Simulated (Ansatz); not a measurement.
# C₆H₄F₆O₂: one species, many methods

The task here is to estimate one member of a computed series from the others.

Method: functionals in def2-TZVPP, the program's frozen cores in correlated methods; program: Ansatz 0.2.0, Gaussian basis.

Levels to be run: LDA (SPW92), PBE-D4, revPBE-D4, BLYP-D4, r2SCAN-D4, B97M-V, PBE0-D4, B3LYP-D4, r2SCANh-D4, r2SCAN0-D4, HSE06-D4, BHLYP-D4, CAM-B3LYP-D4, LC-ωPBE, ωB97X-V, ωB97M-V, B2PLYP, PBE-QIDH; CCSD(T)/def2-SVP; MP2/def2-TZVPP; MP2/def2-QZVPP; RPA on PBE.

1 further run of the same task is left out (it didn't finish).

## Structure used throughout

All runs share one geometry, relaxed beforehand with PBE0-D4 in a triple-zeta def2 set.

SMILES `C=CC(=O)OC(C(F)(F)F)C(F)(F)F`, 18 atoms, charge 0, spin multiplicity 1.

Atoms are counted from 1 here; the program's logs count them from 0.

Bond lengths: C1–C2 1.326 Å, C1–H15 1.084 Å, C1–H16 1.083 Å, C2–C3 1.471 Å, C2–H17 1.083 Å, C3–O4 1.197 Å, C3–O5 1.367 Å, O5–C6 1.401 Å, C6–C7 1.529 Å, C6–C11 1.529 Å, C6–H18 1.094 Å, C7–F8 1.331 Å, C7–F9 1.334 Å, C7–F10 1.329 Å, C11–F12 1.331 Å, C11–F13 1.329 Å, C11–F14 1.334 Å. Angles: C2–C1–H15 120.4°, C2–C1–H16 121.4°, H15–C1–H16 118.2°, C1–C2–C3 120.1°, C1–C2–H17 122.8°, C3–C2–H17 117.1°, C2–C3–O4 127.1°, C2–C3–O5 109.7°, O4–C3–O5 123.2°, C3–O5–C6 116.4°, O5–C6–C7 108.0°, O5–C6–C11 108.0°, O5–C6–H18 110.6°, C7–C6–C11 114.8°, C7–C6–H18 107.7°, C11–C6–H18 107.7°, C6–C7–F8 110.9°, C6–C7–F9 108.9° and more.

The first run:

in.yaml

```yaml
crystal:
  periodic: [false, false, false]
  atoms:
    - {symbol: C, position_ang: [-0.980068, 0.708703, 3.380851]}
    - {symbol: C, position_ang: [-0.696590, -0.053170, 2.333015]}
    - {symbol: C, position_ang: [-0.297988, 0.562630, 1.058162]}
    - {symbol: O, position_ang: [-0.189054, 1.731112, 0.823736]}
    - {symbol: O, position_ang: [-0.055919, -0.412104, 0.131057]}
    - {symbol: C, position_ang: [0.337251, 0.022076, -1.142006]}
    - {symbol: C, position_ang: [1.745238, -0.510510, -1.409918]}
    - {symbol: F, position_ang: [2.193175, -0.094606, -2.592422]}
    - {symbol: F, position_ang: [2.568502, -0.046133, -0.468613]}
    - {symbol: F, position_ang: [1.804139, -1.838142, -1.383816]}
    - {symbol: C, position_ang: [-0.722792, -0.432571, -2.145655]}
    - {symbol: F, position_ang: [-0.426070, -0.011383, -3.373068]}
    - {symbol: F, position_ang: [-0.862808, -1.753935, -2.179445]}
    - {symbol: F, position_ang: [-1.898426, 0.094509, -1.799941]}
    - {symbol: H, position_ang: [-0.920397, 1.788739, 3.305534]}
    - {symbol: H, position_ang: [-1.275347, 0.276817, 4.328988]}
    - {symbol: H, position_ang: [-0.743211, -1.134743, 2.364276]}
    - {symbol: H, position_ang: [0.382767, 1.114111, -1.178835]}
basis:
  gaussian: {orbitals: def2-TZVPP}
hamiltonian: {xc: lda}
output: {orbitals: {seedname: orbitals}}
```

Among the steps run: LDA; PBE-D4 (GGA); revPBE-D4 (GGA); BLYP-D4 (GGA); r2SCAN-D4 (meta-GGA); B97M-V (meta-GGA); PBE0-D4 (hybrid); B3LYP-D4 (hybrid); r2SCANh-D4 (hybrid); r2SCAN0-D4 (hybrid); HSE06-D4 (hybrid); BHLYP-D4 (hybrid); CAM-B3LYP-D4 (range-separated); LC-ωPBE (range-separated); ωB97X-V (range-separated); ωB97M-V (range-separated); B2PLYP (double hybrid); PBE-QIDH (double hybrid).

One table of the session follows, with a row left open; its other results are not shown here.

It belongs to the step «Orbital energies across the functionals». 

```
  functional  HOMO (eV)  LUMO (eV)  gap (eV)
 LDA (SPW92)      -7.57      -3.27      4.30
      PBE-D4      -7.30      -2.98      4.32
   revPBE-D4      -7.19      -2.87      4.32
     BLYP-D4      -7.20      -2.85      4.35
   r2SCAN-D4      -7.66      -2.86      4.80
      B97M-V      -7.78      -2.75      5.02
     PBE0-D4      -8.87      -2.04      6.83
    B3LYP-D4      -8.63      -2.27      6.36
  r2SCANh-D4      -8.31      -2.51      5.80
  r2SCAN0-D4      -9.04      -1.98      7.07
    HSE06-D4      -8.47      -2.42      6.04
    BHLYP-D4      -9.88      -0.96      8.92
CAM-B3LYP-D4     -10.22      -0.90      9.32
     LC-ωPBE     -11.63       0.29     11.91
     ωB97X-V          ?          ?         ?
     ωB97M-V     -11.12       0.15     11.27
```

Estimate the missing values for ωB97X-V.

As computed: HOMO (eV): -11.21; LUMO (eV): 0.23; gap (eV): 11.44. In the column «HOMO (eV)» it lies between LC-ωPBE (-11.63) and ωB97M-V (-11.12).
